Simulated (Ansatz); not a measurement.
# LuSc4O: the cost of one run

Program: Ansatz 0.2.0. Level of theory: DFT PBE, scalar-relativistic, plane waves, PAW. These are calculated values, not measurements.

## 1. The starting structure

Symmetry: F-43m, No. 216, cubic system. Conventional cell: a = 7.366 Å, b = 7.366 Å, c = 7.366 Å, α = 90.00°, β = 90.00°, γ = 90.00°. Around Lu (site symmetry -43m) lie 12 Sc at 3.05 Å and 4 O at 3.19 Å. Sc (site symmetry 3m) has 6 Sc at 2.60 to 2.61 Å and 3 Lu at 3.05 Å and 3 O at 3.05 Å in its first shell of neighbours. Around O (site symmetry -43m) lie 12 Sc at 3.05 Å and 4 Lu at 3.19 Å.

Coordinates:

```cif
data_structure
_symmetry_space_group_name_H-M 'F-43m'
_symmetry_Int_Tables_number 216
_cell_length_a 7.3665
_cell_length_b 7.3665
_cell_length_c 7.3665
_cell_angle_alpha 90.000
_cell_angle_beta 90.000
_cell_angle_gamma 90.000
_cell_volume 399.74
loop_
_atom_site_label
_atom_site_type_symbol
_atom_site_symmetry_multiplicity
_atom_site_Wyckoff_symbol
_atom_site_fract_x
_atom_site_fract_y
_atom_site_fract_z
_atom_site_occupancy
Lu1 Lu 4 d 0.25000 0.25000 0.75000 1
Sc1 Sc 16 e 0.37505 0.12495 0.12495 1
O1 O 4 a 0.00000 0.00000 0.00000 1
```

A structure generator made this guess: species swapped into a database cell of YbCdNi4 (F-43m, No. 216), with Lu on the Yb sites, O on the Cd sites and Sc on the Ni sites. The dimensions are guesses.

## 2. The guess as it stands, on a coarse mesh

input.yaml

```yaml
crystal:
  lattice:
    - [0.0, 3.68323343, 3.68323343]
    - [3.68323343, 0.0, 3.68323343]
    - [3.68323343, 3.68323343, 0.0]
  atoms:
    - { symbol: Lu, position: [0.25, 0.25, 0.25] }
    - { symbol: Sc, position: [0.62494767, 0.125157, 0.62494767] }
    - { symbol: Sc, position: [0.62494767, 0.62494767, 0.62494767] }
    - { symbol: Sc, position: [0.125157, 0.62494767, 0.62494767] }
    - { symbol: Sc, position: [0.62494767, 0.62494767, 0.125157] }
    - { symbol: O, position: [0.0, 0.0, 0.0] }
basis:
  ecutwfc: 420
kpoints:
  mp_grid: { grid: [4, 4, 4] }
hamiltonian:
  xc: pbe
scf:
  occupations: { method: gaussian, width: 0.1 }
  lower_state_search: "off"
output:
  forces: true
  stress: true
  eigenvalues: true
```

On the command line:

```
$ ansatz run input.yaml --threads 1 --pin off --max-ram 2560MiB --backend cpu --events-out ev --progress --plain --runs-dir out
```

Q: Estimate wall time and peak memory on 1 thread of Intel Xeon at 2.70GHz, shared host.

About 6.2 s, with a peak of 0.37 GiB.
